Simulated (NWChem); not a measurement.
Volume series of BP (zincblende structure): lattice constant and bulk modulus

Everything below was run with NWChem. Level: PBE, default library pseudopotentials (valence charges P 5, B 3), cutoff 30 Ha, shifted 4×4×4 mesh, two-atom cell, no spin-orbit coupling. The cell is scaled uniformly; the run nearest the minimum isn't listed, and energies count from the lowest row shown.

```tsv
volume (Å³/cell)	E (meV/atom)
21.64	21.0
22.10	7.7
22.57	0.1
23.49	0.0
23.95	6.6
24.41	?
```

Question: Fit the energy as a cubic in V^(−2/3), give the equilibrium lattice constant and bulk modulus, and predict the withheld row.

Answer: The minimum lies at V₀ = 23.02 Å³, so a₀ = (4V₀)^(1/3) = 4.516 Å, and B₀ = V·d²E/dV² ≈ 160 GPa. The fit predicts 17.0 meV/atom at 24.41 Å³; the run gave 17.1.
